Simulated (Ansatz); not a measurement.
# CH4FInS: the cost of one run

All numbers below are computed with Ansatz 0.2.0 (RKS PBE0-D4/def2-SVPD).

### 1 Starting point

Bond lengths: F1–C2 1.393 Å, C2–S3 1.818 Å, S3–In4 2.451 Å, C2–H5 1.093 Å, C2–H6 1.091 Å, In4–H7 1.719 Å, In4–H8 1.718 Å. Angles: F1–C2–S3 110.5°, F1–C2–H5 106.6°, F1–C2–H6 107.5°, S3–C2–H5 111.3°, S3–C2–H6 109.1°, H5–C2–H6 111.7°, C2–S3–In4 88.5°, S3–In4–H7 117.5°, S3–In4–H8 121.7°, H7–In4–H8 120.8°.

Coordinates:

```xyz
8

F    -0.8593    1.0078    0.4139
C     0.5185    1.2126    0.3794
S     1.4007   -0.3461    0.6885
In   -0.4436   -1.5332   -0.4054
H     0.7510    1.6110   -0.6112
H     0.7642    1.9253    1.1686
H    -0.8817   -1.0327   -1.9903
H    -1.2498   -2.8448    0.3564
```

### 2 Relaxing end A

input.yaml reads:

```yaml
crystal:
  periodic: [false, false, false]
  atoms:
    - { symbol: F, position_ang: [-0.85928, 1.00783, 0.41394] }
    - { symbol: C, position_ang: [0.51848, 1.21264, 0.37944] }
    - { symbol: S, position_ang: [1.40067, -0.34613, 0.68855] }
    - { symbol: In, position_ang: [-0.44361, -1.5332, -0.40545] }
    - { symbol: H, position_ang: [0.75101, 1.61104, -0.61123] }
    - { symbol: H, position_ang: [0.76422, 1.92533, 1.16861] }
    - { symbol: H, position_ang: [-0.8817, -1.03271, -1.99029] }
    - { symbol: H, position_ang: [-1.24979, -2.84479, 0.35643] }
basis:
  gaussian: { orbitals: def2-SVPD }
hamiltonian:
  xc: pbe0
  dispersion: d4
relax:
  f_tol: 0.015
  max_steps: 40
```

Run with:

```bash
$ ansatz run input.yaml --threads 2 --pin off --max-ram 3072MiB --backend cpu --events-out ev --progress --plain --runs-dir out
```

Q: Estimate wall time and peak memory on 2 threads of Intel Xeon 6975P-C (Granite Rapids), shared host.

About 38 s, with a peak of 0.4 GiB.
